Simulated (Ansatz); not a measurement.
# C3H11InO: basis-set convergence

One table from this session's results is given with a row withheld; the runs are named, their logs left out.

The runs use Ansatz 0.2.0, Gaussian basis; one geometry, several basis sets.

The runs, in order: PBE0-D4/def2-SVP; ωB97M-V/def2-SVP; PBE0-D4/def2-QZVPP; ωB97M-V/def2-QZVPP; the functionals' def2-TZVPP values are taken from earlier runs.

## The relaxed structure

The geometry comes from an earlier relaxation with PBE0-D4 in a triple-zeta def2 set; it is a stationary point, not always the lowest conformer. In takes the def2 core potential; no spin-orbit term is included.

SMILES `C[OH+][InH-]([CH3])[CH3]`, 16 atoms, charge 0, spin multiplicity 1.

Atoms are counted from 1 here; the program's logs count them from 0.

Bond lengths: C1–O2 1.423 Å, C1–H6 1.093 Å, C1–H7 1.093 Å, C1–H8 1.089 Å, O2–In3 2.434 Å, O2–H9 0.961 Å, In3–C4 2.162 Å, In3–C5 2.172 Å, In3–H10 1.746 Å, C4–H11 1.092 Å, C4–H12 1.091 Å, C4–H13 1.093 Å, C5–H14 1.093 Å, C5–H15 1.092 Å, C5–H16 1.092 Å. Angles: O2–C1–H6 110.7°, O2–C1–H7 111.6°, O2–C1–H8 106.7°, H6–C1–H7 110.0°, H6–C1–H8 108.9°, H7–C1–H8 108.9°, C1–O2–In3 120.4°, C1–O2–H9 109.9°, In3–O2–H9 107.4°, O2–In3–C4 97.5°, O2–In3–C5 95.7°, O2–In3–H10 89.5°, C4–In3–C5 119.6°, C4–In3–H10 120.5°, C5–In3–H10 118.3°, In3–C4–H11 111.3°, In3–C4–H12 110.4°, In3–C4–H13 110.4° and more.

The first run:

in.yaml

```yaml
crystal:
  periodic: [false, false, false]
  atoms:
    - {symbol: C, position_ang: [-1.147282, 0.885313, 1.676790]}
    - {symbol: O, position_ang: [0.216258, 0.988692, 1.284644]}
    - {symbol: In, position_ang: [0.972501, 0.017541, -0.814883]}
    - {symbol: C, position_ang: [1.538328, -1.921029, -0.041960]}
    - {symbol: C, position_ang: [-0.921833, 0.246483, -1.852333]}
    - {symbol: H, position_ang: [-1.292246, 1.295340, 2.679191]}
    - {symbol: H, position_ang: [-1.809184, 1.389044, 0.967666]}
    - {symbol: H, position_ang: [-1.389592, -0.176127, 1.692067]}
    - {symbol: H, position_ang: [0.489158, 1.910485, 1.290691]}
    - {symbol: H, position_ang: [2.155681, 1.293529, -0.961514]}
    - {symbol: H, position_ang: [0.660239, -2.525612, 0.193126]}
    - {symbol: H, position_ang: [2.141349, -1.809719, 0.861002]}
    - {symbol: H, position_ang: [2.134178, -2.465850, -0.778187]}
    - {symbol: H, position_ang: [-0.809276, -0.048104, -2.898889]}
    - {symbol: H, position_ang: [-1.697015, -0.386242, -1.414358]}
    - {symbol: H, position_ang: [-1.263965, 1.283654, -1.838855]}
basis:
  gaussian: {orbitals: def2-SVP}
hamiltonian: {xc: pbe0, dispersion: d4}
output: {orbitals: {seedname: orbitals}}
```

Run with:

```console
$ ansatz run in.yaml --threads 4 --pin off --events-out ev --progress --plain --max-ram 11315MiB
```

Steps of the session up to this table: PBE0-D4 in def2-SVP; ωB97M-V in def2-SVP; PBE0-D4 in def2-QZVPP; ωB97M-V in def2-QZVPP.

One of the session's tables, all rows but one given; the rest of the session is left out.

It belongs to the step «Functionals by basis». 

| functional | basis | HOMO (eV) | LUMO (eV) |
| --- | --- | --- | --- |
| PBE0-D4 | def2-SVP | -6.59 | 0.19 |
| PBE0-D4 | def2-TZVPP | -6.67 | -0.20 |
| PBE0-D4 | def2-QZVPP | -6.69 | -0.34 |
| ωB97M-V | def2-SVP | ? | ? |
| ωB97M-V | def2-TZVPP | -8.86 | 1.04 |
| ωB97M-V | def2-QZVPP | -8.88 | 0.73 |

Q: Estimate the row for ωB97M-V, def2-SVP from the others.

The run gave: HOMO (eV): -8.78; LUMO (eV): 1.73. In the column «HOMO (eV)» it lies between ωB97M-V, def2-TZVPP (-8.86) and PBE0-D4, def2-QZVPP (-6.69).
